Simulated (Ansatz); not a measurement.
## 2 structures of SrC2: a ranking of polymorphs by energy, step by step

With Ansatz 0.2.0 through its Python package.

Contents of `src2_r_3m.vasp`:
```text
SrC2
1.0
   2.51732560    1.45337861    2.30666239
  -2.51732560    1.45337861    2.30666239
   0.00000000   -2.90675723    2.30666239
Sr C
1 2
Direct
   0.00000000    0.00000000    0.00000000
   0.59155800    0.59155800    0.59155800
   0.40844200    0.40844200    0.40844200
```

Input file `src2_i4_mmm.cif`:
```cif
data_SrC2
_cell_length_a 4.461885
_cell_length_b 4.461885
_cell_length_c 4.461885
_cell_angle_alpha 125.09030
_cell_angle_beta 125.09030
_cell_angle_gamma 81.38852
_symmetry_space_group_name_H-M 'P 1'
_symmetry_Int_Tables_number 1
loop_
_symmetry_equiv_pos_as_xyz
'x, y, z'
loop_
_atom_site_label
_atom_site_type_symbol
_atom_site_fract_x
_atom_site_fract_y
_atom_site_fract_z
Sr1 Sr    0.000000    0.000000    0.000000
C2 C    0.412000    0.412000    0.000000
C3 C    0.588000    0.588000    0.000000
```

The cells in order, each with its output:

```python
import warnings

import ansatz as az
from ase.io import read
import numpy as np


def solve(name, crystal):
    calc = (
        crystal.calculation()
        .basis(21 * az.Ha)
        .functional('r2SCAN')
        .kpoints(spacing=0.44)
        .occupations('fixed')
        .stress()
        .band_table()
    )
    return calc.run()


def gap_ev(outcome):
    # nan where the run reports no band edges: a metal, overlapping bands, or a gap that is small against the smearing
    edges = outcome.report.get('band_edges_ev')
    return edges[1] - edges[0] if edges else float('nan')


def pressure_gpa(outcome):
    return float(np.trace(outcome.report['stress_gpa']) / 3)
```

```python
warnings.simplefilter('ignore', az.DeckWarning)
```

```python
phases = {}
atoms = read('src2_r_3m.vasp', format='vasp')
r_3m = az.Crystal.from_ase(atoms)
phases['R-3m'] = r_3m
atoms = read('src2_i4_mmm.cif')
i4_mmm = az.Crystal.from_ase(atoms)
phases['I4/mmm'] = i4_mmm
```

```python
done = {}
for name, crystal in phases.items():
    try:
        done[name] = solve(name, crystal)
    except az.NonConvergedError as error:
        print(name, 'did not converge:', str(error)[:120])
```

    

```python
energy = {name: o.report['free_energy_ev'] / len(o.lattice.sites) for name, o in done.items()}
lowest = min(energy.values())
rows = [(name, len(o.lattice.sites), 1000 * (energy[name] - lowest), gap_ev(o), pressure_gpa(o)) for name, o in done.items()]
rows.sort(key=lambda row: row[2])
print('     phase       atoms  dE (meV/atom)    gap (eV)     P (GPa)')
for row in rows:
    print(f'{str(row[0]):>10}  {row[1]:10d}  {row[2]:13.1f}  {row[3]:10.2f}  {row[4]:10.2f}')
```

         phase       atoms  dE (meV/atom)    gap (eV)     P (GPa)
        I4/mmm           3            0.0        2.39        5.96
          R-3m           3           85.3        2.18       -1.66

By space group at the end of each run: I4/mmm (+0 meV an atom, 19.1 Å³) and R-3m (+85 meV an atom, 16.9 Å³).

Along an axis with an odd division the mesh misses the point at one half; a gap read on a finite mesh is an upper bound on this functional's gap. Semilocal gaps usually lie well under measured ones. Pressure is positive in compression. The cells come from databases of deposited and of computed structures, and not all need be stable phases. Gaps and levels are Kohn-Sham values on a finite set of k-points, without spin-orbit coupling. The ranking holds among these structures alone, at zero temperature; the ground state may be another structure. Differences under 10 to 15 meV an atom lie within the error of mesh and functional. Wall time of the script: 6.1 s on 1 thread of Arm Neoverse V2 (shared host), peak memory 0.62 GiB.

(Lines on the test bed's own set-up are left out of the output.)
